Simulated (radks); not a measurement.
# Exchange and kinetic functionals tested on atomic densities: Hg, As³⁺, F²⁺, Fe³⁺, Ce²⁹⁺, Yb

Aim: take each self-consistent density and evaluate many functionals on it, against the exact exchange and kinetic energies of the same orbitals. Every spin shell is full or empty, so the densities are truly spherical.

The numbers are computed with radks (a radial shooting solver on a logarithmic mesh, Libxc functionals) version 1 (non-relativistic Kohn-Sham, PBE, spin-polarised, spherical densities, point nucleus; open shells are filled with parallel spins first), except any that are marked as measured or tabulated.

## 1. The atom as given

- species: Hg ([Hg]), As³⁺ ([Ar] 3d10 4s2), F²⁺ ([He] 2s2 2p3), Fe³⁺ ([Ar] 3d5), Ce²⁹⁺ ([Ar] 3d10 4s1), Yb ([Xe] 4f14 6s2)

## 2. Hg, [Hg]

Settings of this run:

```text
Z 80
configuration [Hg]
relativity non-relativistic
functional pbe,pbe
spin polarised
nucleus point
```

## 3. As³⁺, [Ar] 3d10 4s2

Settings of this run:

```text
Z 33
configuration [Ar] 3d10 4s2
relativity non-relativistic
functional pbe,pbe
spin polarised
nucleus point
```

## 4. F²⁺, [He] 2s2 2p3

Settings of this run:

```text
Z 9
configuration [He] 2s2 2p3
relativity non-relativistic
functional pbe,pbe
spin polarised
nucleus point
```

## 5. Fe³⁺, [Ar] 3d5

Settings of this run:

```text
Z 26
configuration [Ar] 3d5
relativity non-relativistic
functional pbe,pbe
spin polarised
nucleus point
```

## 6. Ce²⁹⁺, [Ar] 3d10 4s1

Settings of this run:

```text
Z 58
configuration [Ar] 3d10 4s1
relativity non-relativistic
functional pbe,pbe
spin polarised
nucleus point
```

## 7. Yb, [Xe] 4f14 6s2

Settings of this run:

```text
Z 70
configuration [Xe] 4f14 6s2
relativity non-relativistic
functional pbe,pbe
spin polarised
nucleus point
```

Before running it: what results should come out? Wanted: for each run, error in magnitude; Hg; As³⁺; F²⁺; Fe³⁺; Ce²⁹⁺; Yb.

**Answer**, as computed:

```tsv
error in magnitude (%)	Hg	As³⁺	F²⁺	Fe³⁺	Ce²⁹⁺	Yb
exchange, LDA	-3.77	-5.63	-10.26	-6.53	-5.38	-3.79
exchange, PBE	-0.32	-0.27	-0.85	-0.45	-0.60	-0.07
exchange, OPTX	+1.92	+0.95	-0.07	+0.55	+1.09	+2.00
exchange, EV93	-0.49	+0.27	+2.62	+0.49	-0.17	-0.19
exchange, APBE	+0.27	+0.60	+0.48	+0.51	+0.17	+0.56
exchange, TPSS	-0.40	+0.07	+0.28	+0.08	-0.41	-0.13
exchange, r2SCAN	-0.16	+0.07	-0.10	+0.02	-0.20	+0.05
exchange, TASK	-1.81	-2.45	-2.59	-2.67	-2.14	-1.79
exchange, MVS	+0.09	+0.10	-0.30	-0.04	-0.08	+0.25
kinetic, Thomas-Fermi	-4.62	-6.10	-8.76	-6.54	-5.17	-4.89
kinetic, TF + vW	+30.78	+41.74	+68.17	+45.63	+36.90	+32.19
kinetic, TF + vW/5	+2.46	+3.47	+6.63	+3.89	+3.24	+2.53
kinetic, LC94	+0.02	-0.02	+0.13	+0.00	+0.23	-0.05
kinetic, Perdew 92	-0.68	-0.77	-0.19	-0.73	-0.49	-0.76
kinetic, Pearson	-0.84	-1.17	-2.86	-1.30	-0.82	-0.94
kinetic, LKT	+15.91	+22.58	+42.22	+25.17	+19.78	+16.70
kinetic, PG1	+12.40	+17.86	+35.56	+20.07	+15.66	+13.02
kinetic, DePristo-Kress	-0.20	-0.12	-0.55	-0.07	+0.06	-0.26
```

Negative means that the magnitude is too small. For exchange the mean absolute error is least for r2SCAN (0.10 %) and largest for LDA (5.89 %). Among the orbital-free kinetic functionals LC94 (0.07 %) does best and TF + vW (42.57 %) worst. The functionals are evaluated on one density each, not self-consistently.
